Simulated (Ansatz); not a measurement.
HfOs, space group Pm-3m, a frozen displacement of one atom

With the Ansatz DFT code, driven from Python.

Typed at the interpreter:
```pycon
>>> import warnings
>>> import ansatz as az
>>> import numpy as np
>>> from pymatgen.core import Lattice, Structure
>>> from pymatgen.io.ase import AseAtomsAdaptor
>>> warnings.simplefilter("ignore", az.DeckWarning)
>>> pmg_structure = Structure(
...     Lattice([(3.239, 0.0, 0.0), (0.0, 3.239, 0.0), (0.0, 0.0, 3.239)]),
...     ["Hf", "Os"],
...     [
...         (0.0, 0.0, 0.0),
...         (0.5, 0.5, 0.5),
...     ],
... )
>>> structure = az.Crystal.from_ase(AseAtomsAdaptor.get_atoms(pmg_structure))
>>> inverse = np.linalg.inv(np.array(structure.lattice.vectors))
>>> home = np.array(structure.sites[0].position)
>>> values = np.linspace(-0.05, 0.05, 5)
>>> energies, pulls = [], []
>>> for shift in values:
...     moved = structure.move(0, to=home + shift * inverse[2])
...     model = (
...         moved.calculation()
...         .functional("pbesol")
...         .pseudopotentials("paw")
...         .kpoints(10)
...         .occupations("Methfessel-Paxton")
...         .forces()
...     )
...     r = model.run().report
...     energies.append(r["free_energy_ev"])
...     pulls.append(r["forces_ev_ang"][0][2])
...
>>> print("shift (A)   dE (eV)   force along z (eV/A)")
shift (A)   dE (eV)   force along z (eV/A)
>>> for shift, e, f in zip(values, energies, pulls):
...     print(f"{shift:8.3f} {e - energies[2]:10.5f} {f:12.4f}")
...
  -0.050    0.01028       0.4104
  -0.025    0.00257       0.2058
   0.000    0.00000      -0.0000
   0.025    0.00257      -0.2058
   0.050    0.01028      -0.4104
>>> print(f"stiffness from energies {2 * np.polyfit(values, energies, 2)[0]:.3f}, from forces {-np.polyfit(values, pulls, 1)[0]:.3f} eV/A^2")
stiffness from energies 8.222, from forces 8.213 eV/A^2
```

The curvature of the energy gives 8.222 eV/Å² and the slope of the force 8.213 eV/Å², a positive curvature.

In a metal a curvature from energy changes of a few meV or less hangs on mesh and smearing, in size and even in sign. Spin-orbit coupling, which matters for elements this heavy, is left out. The structure is a deposited one; some such entries were measured under pressure or heat, so a shift against it needn't be the functional's error alone. All periodic images of the atom move with it, so the curvature is one diagonal element of the zone-centre force constants and no normal mode; a positive value doesn't exclude soft modes in which several atoms move. Hardware and time: 29 s on 1 thread of Intel(R) Xeon(R) Processor @ 2.30GHz, with other jobs on the host, peak memory 0.66 GiB.
